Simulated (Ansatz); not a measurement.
# Sn3H: the cost of one run

Program: Ansatz 0.2.0. Level of theory: DFT PBE, scalar-relativistic, plane waves, PAW. These are calculated values, not measurements.

1 further run of the same task is left out (it didn't finish).

**1. The system as given**

Symmetry: Pm-3m, No. 221, cubic system. The conventional cell has a = 4.627 Å, b = 4.627 Å, c = 4.627 Å, α = 90.00°, β = 90.00°, γ = 90.00°. Around Sn (site symmetry 4/mmm) lie 8 Sn at 3.27 Å and 4 H at 3.27 Å. H (site symmetry m-3m) is surrounded by 12 Sn at 3.27 Å.

Structure file:

```
CELL_PARAMETERS angstrom
4.62716 0.00000 0.00000
0.00000 4.62716 0.00000
0.00000 0.00000 4.62716
ATOMIC_POSITIONS crystal
Sn 0.00000 0.50000 0.50000
Sn 0.50000 0.00000 0.50000
Sn 0.50000 0.50000 0.00000
H 0.00000 0.00000 0.00000
```

Recipe of the guess: species swapped into a database cell of MnNi3 (Pm-3m, No. 221), with H on the Mn sites and Sn on the Ni sites. Lengths come from tabulated atomic sizes and are only a guess.

**2. Probe: one point on a coarse mesh**

Contents of input.yaml:

```yaml
crystal:
  lattice:
    - [4.62715992, 0.0, 0.0]
    - [0.0, 4.62715992, 0.0]
    - [0.0, 0.0, 4.62715992]
  atoms:
    - { symbol: Sn, position: [0.0, 0.5, 0.5] }
    - { symbol: Sn, position: [0.5, 0.0, 0.5] }
    - { symbol: Sn, position: [0.5, 0.5, 0.0] }
    - { symbol: H, position: [0.0, 0.0, 0.0] }
basis:
  ecutwfc: 420
kpoints:
  mp_grid: { grid: [4, 4, 4] }
hamiltonian:
  xc: pbe
scf:
  occupations: { method: gaussian, width: 0.1 }
  lower_state_search: "off"
output:
  forces: true
  stress: true
  eigenvalues: true
```

Run with:

```bash
$ ansatz run input.yaml --threads 1 --pin off --max-ram 2560MiB --backend cpu --events-out ev --progress --plain --runs-dir out
```

Q: Estimate wall time and peak memory on 1 thread of Arm Neoverse V2, shared host.

About 1.2 s, with a peak of 0.31 GiB.
